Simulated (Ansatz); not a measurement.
# Zr6CoBi2: the cost of one run

Program: Ansatz 0.2.0. Level of theory: DFT PBEsol, scalar-relativistic, plane waves, PAW. These are calculated values, not measurements.

### 1 The structure to begin with

Symmetry: P-62m, No. 189, hexagonal system. Conventional cell: a = 7.910 Å, b = 7.910 Å, c = 3.665 Å, α = 90.00°, β = 90.00°, γ = 120.00°. Around Zr (site symmetry m2m) lie 2 Co at 2.61 Å. Zr (site symmetry m2m) is surrounded by 4 Bi at 3.04 Å and 1 Co at 3.12 Å and 6 Zr at 3.28 to 3.46 Å. Co (site symmetry -62m) has 6 Zr at 2.61 Å as nearest neighbours. Bi (site symmetry -6) is surrounded by 9 Zr at 3.04 to 3.10 Å.

Coordinates:

```cif
data_structure
_symmetry_space_group_name_H-M 'P-62m'
_symmetry_Int_Tables_number 189
_cell_length_a 7.9101
_cell_length_b 7.9101
_cell_length_c 3.6648
_cell_angle_alpha 90.000
_cell_angle_beta 90.000
_cell_angle_gamma 120.000
_cell_volume 198.58
loop_
_atom_site_label
_atom_site_type_symbol
_atom_site_symmetry_multiplicity
_atom_site_Wyckoff_symbol
_atom_site_fract_x
_atom_site_fract_y
_atom_site_fract_z
_atom_site_occupancy
Zr1 Zr 3 g 0.23484 0.00000 0.50000 1
Zr2 Zr 3 f 0.60524 0.00000 0.00000 1
Co1 Co 1 a 0.00000 0.00000 0.00000 1
Bi1 Bi 2 d 0.33333 0.66667 0.50000 1
```

The structure comes from the Materials Project (structure only).

### 2 Ground state at the listed geometry

input.yaml

```yaml
crystal:
  lattice:
    - [7.9100993192, 0.0, 0.0]
    - [-3.9550496596, 6.8503469569, 0.0]
    - [0.0, 0.0, 3.66480779]
  atoms:
    - { symbol: Zr, position: [0.23483788, 0.0, 0.5] }
    - { symbol: Zr, position: [0.0, 0.23483788, 0.5] }
    - { symbol: Zr, position: [0.76516212, 0.76516212, 0.5] }
    - { symbol: Zr, position: [0.60524183, 0.0, 0.0] }
    - { symbol: Zr, position: [0.0, 0.60524183, 0.0] }
    - { symbol: Zr, position: [0.39475817, 0.39475817, 0.0] }
    - { symbol: Co, position: [0.0, 0.0, 0.0] }
    - { symbol: Bi, position: [0.33333333, 0.66666667, 0.5] }
    - { symbol: Bi, position: [0.66666667, 0.33333333, 0.5] }
basis:
  ecutwfc: 500
  fft_grid_basis: typed
kpoints:
  mp_grid: { grid: [6, 6, 10] }
hamiltonian:
  xc: pbesol
  pseudopotentials: { kind: paw }
scf:
  occupations: { method: gaussian, width: 0.05 }
output:
  forces: true
  stress: true
  eigenvalues: true
  bader: true
  write_density: true
  volumetric_format: npy
  elf: true
```

Run with:

```
ansatz run input.yaml --threads 2 --pin off --max-ram 4096MiB --backend cpu --events-out ev --progress --plain --runs-dir out
```

Q: Estimate wall time and peak memory on 2 threads of Arm Neoverse N1, shared host.

About 2.2 min, with a peak of 0.88 GiB.
